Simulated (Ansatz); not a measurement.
# YbMn2Sb2: the cost of one run

Computed with Ansatz 0.2.0 (DFT PBE, scalar-relativistic, plane waves, PAW, unless a step's input says otherwise).

## 1. The starting structure

The structure is trigonal, space group P-3m1 (No. 164). Conventional cell: a = 4.448 Å, b = 4.448 Å, c = 7.409 Å, α = 90.00°, β = 90.00°, γ = 120.00°. Yb (site symmetry -3m) has 6 Sb at 3.16 Å in its first shell of neighbours. Around Mn (site symmetry 3m) lie 4 Sb at 2.74 to 2.77 Å and 3 Mn at 3.14 Å. Sb (site symmetry 3m) is surrounded by 4 Mn at 2.74 to 2.77 Å and 3 Yb at 3.16 Å.

Structure file:

```cif
data_structure
_symmetry_space_group_name_H-M 'P-3m1'
_symmetry_Int_Tables_number 164
_cell_length_a 4.4484
_cell_length_b 4.4484
_cell_length_c 7.4091
_cell_angle_alpha 90.000
_cell_angle_beta 90.000
_cell_angle_gamma 120.000
_cell_volume 126.97
loop_
_atom_site_label
_atom_site_type_symbol
_atom_site_symmetry_multiplicity
_atom_site_Wyckoff_symbol
_atom_site_fract_x
_atom_site_fract_y
_atom_site_fract_z
_atom_site_occupancy
Yb1 Yb 1 a 0.00000 0.00000 0.00000 1
Mn1 Mn 2 d 0.33333 0.66667 0.62246 1
Sb1 Sb 2 d 0.33333 0.66667 0.24825 1
```

This cell comes from an earlier session at PBE: 25.394 Å³/atom at -0.01 GPa, on a 10×10×6 mesh.

## 2. Antiferromagnetic, in the cell as typed

The input, input.yaml:

```yaml
crystal:
  lattice:
    - [4.4483774596, 0.0, 0.0]
    - [-2.2241887298, 3.8524078857, 0.0]
    - [0.0, 0.0, 7.4091123215]
  atoms:
    - { symbol: Yb, position: [0.0, 0.0, 0.0] }
    - { symbol: Mn, position: [0.3333333333, 0.6666666667, 0.6224649067], spin: 3.5 }
    - { symbol: Mn, position: [0.6666666667, 0.3333333333, 0.3775350933], spin: -3.5 }
    - { symbol: Sb, position: [0.3333333333, 0.6666666667, 0.248245139] }
    - { symbol: Sb, position: [0.6666666667, 0.3333333333, 0.751754861] }
basis:
  ecutwfc: 420
  ecutrho_ratio: 4
kpoints:
  mp_grid: { grid: [10, 10, 6] }
hamiltonian:
  xc: pbe
scf:
  occupations: { method: gaussian, width: 0.05 }
  lower_state_search: "off"
output:
  forces: true
  stress: true
  eigenvalues: true
  populations: true
magnetization:
  spin_polarized: true
```

Command:

```bash
$ ansatz run input.yaml --threads 4 --pin off --max-ram 10240MiB --backend cpu --events-out ev --progress --plain --runs-dir out
```

What time and memory should one allow on 4 threads of Intel Xeon 6975P-C (Granite Rapids), shared host?

About 46 s, with a peak of 1 GiB.
